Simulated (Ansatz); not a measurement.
Working through a short molecular-dynamics run of Be, space group Im-3m

Computed with Ansatz 0.2.0 through its Python package.

Run as a notebook:

```python
import ansatz as az
import matplotlib.pyplot as plt
import numpy as np

cell = (
    az.Lattice.bcc(2.50624)
    .space_group(229)
    .atom("Be", (0.0, 0.0, 0.0))
    .primitive()
)
```

```python
# a coarse mesh keeps each step cheap
calc = cell.supercell(2).calculation()
calc = calc.eigensolver("davidson").kpoints(mesh=(1, 1, 1))
calc = calc.occupations("gaussian", width=0.3)
calc = calc.functional("pbesol")
calc = calc.scf(tolerance=1e-08, extra_bands=16, algorithm="density_mixing")
calc = calc.basis(14 * az.Ha, density_ratio=4)
calc = calc.md(az.Ensemble.NVT_NOSE_HOOVER, timestep=2.0, steps=10, temperature=300, thermostat_time=20, initial_velocities="maxwell_boltzmann", seed=554)
steps = []
```

```python
def follow(event):
    if event["event"] != "md_step":
        return
    row = event["data"]
    steps.append(row)
    print(f"t = {row['time_fs']:6.1f} fs  E_pot = {row['lagrangian_ev']:.4f} eV  E_kin = {row['e_kin_ev']:.4f} eV  T = {row['temperature_k']:7.1f} K")
```

```python
out = calc.session().plan(threads=1).execute(on_event=follow)
report = out.report
```

    DeckWarning: md: disabling space-group detection — thermal motion breaks the input geometry's symmetry, so no spatial operation reduces the k-mesh or symmetrises the density; time reversal is kept, so that k and −k are solved as one point where they differ [...]
    DeckWarning: basis.ecutwfc = 380.959407443832 eV is below the records' recommended 420 eV, and the density's cutoff is lower with it unless basis.ecutrho_ratio is high enough to keep the records' density cutoff: compare with a run at a higher cutoff
    DeckWarning: basis.ecutrho_ratio = 4 (ecutrho = 1523.837629775328 eV) is below the records' recommended 1680 eV
    t =    0.0 fs  E_pot = -714.8639 eV  E_kin = 0.2714 eV  T =   300.0 K
    t =    2.0 fs  E_pot = -714.8553 eV  E_kin = 0.2629 eV  T =   290.6 K
    t =    4.0 fs  E_pot = -714.8310 eV  E_kin = 0.2391 eV  T =   264.2 K
    t =    6.0 fs  E_pot = -714.7952 eV  E_kin = 0.2045 eV  T =   226.0 K
    t =    8.0 fs  E_pot = -714.7543 eV  E_kin = 0.1655 eV  T =   182.9 K
    t =   10.0 fs  E_pot = -714.7149 eV  E_kin = 0.1291 eV  T =   142.6 K
    t =   12.0 fs  E_pot = -714.6836 eV  E_kin = 0.1013 eV  T =   111.9 K
    t =   14.0 fs  E_pot = -714.6652 eV  E_kin = 0.0870 eV  T =    96.2 K
    t =   16.0 fs  E_pot = -714.6625 eV  E_kin = 0.0897 eV  T =    99.1 K
    t =   18.0 fs  E_pot = -714.6763 eV  E_kin = 0.1110 eV  T =   122.7 K
    t =   20.0 fs  E_pot = -714.7048 eV  E_kin = 0.1513 eV  T =   167.3 K

```python
report["n_electrons"]
```

    16.0

```python
{key: value for key, value in report.items() if isinstance(value, (int, float)) and "ev" in key}
```

    {'n_hpsi_unsolved_levels': 12,
     'gap_by_band_count_ev': 0.07292283688570045,
     'fermi_energy_ev': 9.03857500339453,
     'harris_foulkes_ev': -714.704800449244,
     'scf_correction_max_component_ev_ang': 1.5027289723410436e-05,
     'free_energy_ev': -714.7048004486635,
     'internal_energy_ev': -714.1017086330608,
     'lagrangian_ev': -714.7048004486635,
     'energy_sigma0_ev': -714.4032545408621,
     'lagrangian_sigma0_ev': -714.4032545408621,
     'lagrangian_above_aufbau_ev': -0.43641934709808883,
     'entropy_ts_ev': 0.6030918156027439}

```python
temperature = np.array([s["temperature_k"] for s in steps])
print(f"mean temperature of the second half {temperature[len(steps) // 2 :].mean():.1f} K")
```

    mean temperature of the second half 123.3 K

```python
time = [s["time_fs"] for s in steps]
fig, ax = plt.subplots(figsize=(5, 3))
ax.plot(time, [s["lagrangian_ev"] - steps[0]["lagrangian_ev"] for s in steps], label="potential")
ax.plot(time, [s["e_kin_ev"] for s in steps], label="kinetic")
ax.set(xlabel="time (fs)", ylabel="energy (eV)")
ax.legend()
fig.tight_layout()
fig.savefig("md.png", dpi=100)
```

```python
with open("trajectory.xyz", "w") as handle:
    for s in steps[::5]:
        handle.write(f"{len(s['positions_ang'])}\nt = {s['time_fs']} fs\n")
        for site, xyz in zip(out.lattice.sites, s["positions_ang"]):
            handle.write("{} {:.4f} {:.4f} {:.4f}\n".format(site.symbol, *xyz))
```

```python
print("last positions (A) and velocities (A/fs)")
for site, xyz, vel in zip(out.lattice.sites, steps[-1]["positions_ang"], steps[-1]["velocities_ang_fs"]):
    print(f"{site.symbol:2s}", " ".join(f"{v:8.4f}" for v in xyz), " ", " ".join(f"{v:9.5f}" for v in vel))
```

    last positions (A) and velocities (A/fs)
    Be  -0.0312   0.1058   0.0179    -0.00040  -0.00021   0.00841
    Be   1.1928   1.2155  -1.2021     0.00109  -0.00103   0.00027
    Be   1.2571  -1.3597   1.2154     0.00045   0.00080   0.00009
    Be   2.5476  -0.0865  -0.0092     0.00159  -0.00257  -0.00365
    Be  -1.3198   1.2900   1.2591    -0.01051   0.00187   0.00276
    Be  -0.0063   2.4473   0.0692     0.00023  -0.00538  -0.00165
    Be  -0.0425   0.0555   2.4329     0.00507   0.00391  -0.00368
    Be   1.4148   1.3447   1.2293     0.00249   0.00262  -0.00256

It writes `trajectory.xyz`:
```text
8
t = 0.0 fs
Be 0.0000 0.0000 0.0000
Be 1.2531 1.2531 -1.2531
Be 1.2531 -1.2531 1.2531
Be 2.5062 0.0000 0.0000
Be -1.2531 1.2531 1.2531
Be 0.0000 2.5062 0.0000
Be 0.0000 0.0000 2.5062
Be 1.2531 1.2531 1.2531
8
t = 10.0 fs
Be -0.0228 0.0778 -0.0216
Be 1.2054 1.2297 -1.2165
Be 1.2553 -1.3336 1.2245
Be 2.5285 -0.0513 0.0089
Be -1.2551 1.2706 1.2465
Be -0.0089 2.4876 0.0578
Be -0.0521 0.0244 2.4676
Be 1.3622 1.3074 1.2453
8
t = 20.0 fs
Be -0.0312 0.1058 0.0179
Be 1.1928 1.2155 -1.2021
Be 1.2571 -1.3597 1.2154
Be 2.5476 -0.0865 -0.0092
Be -1.3198 1.2900 1.2591
Be -0.0063 2.4473 0.0692
Be -0.0425 0.0555 2.4329
Be 1.4148 1.3447 1.2293
```

Notes:
- These settings explore the input space; cutoff and mesh may be short of convergence.
- The cutoff lies under the one recommended for these potentials.
- The k-point mesh is coarse, and energy and stress weren't tested for convergence.
- An absolute Fermi energy rests on an arbitrary zero of the periodic potential and has no direct meaning.
- The free energy holds a sizeable smearing term, which stands for no physical temperature.
- This isn't the structure that Be takes at ambient conditions.
- Levels are Kohn-Sham eigenvalues on this mesh.
- Warnings are shown shortened and without file and line.
- A small cell, a coarse mesh and a very short run: it shows the set-up and gives no equilibrium averages.
- Wall time of the script: 6.9 s on 1 thread of Intel(R) Xeon(R) Platinum 8259CL CPU @ 2.50GHz (Skylake/Cascade Lake), on a shared host, peak memory 0.38 GiB.
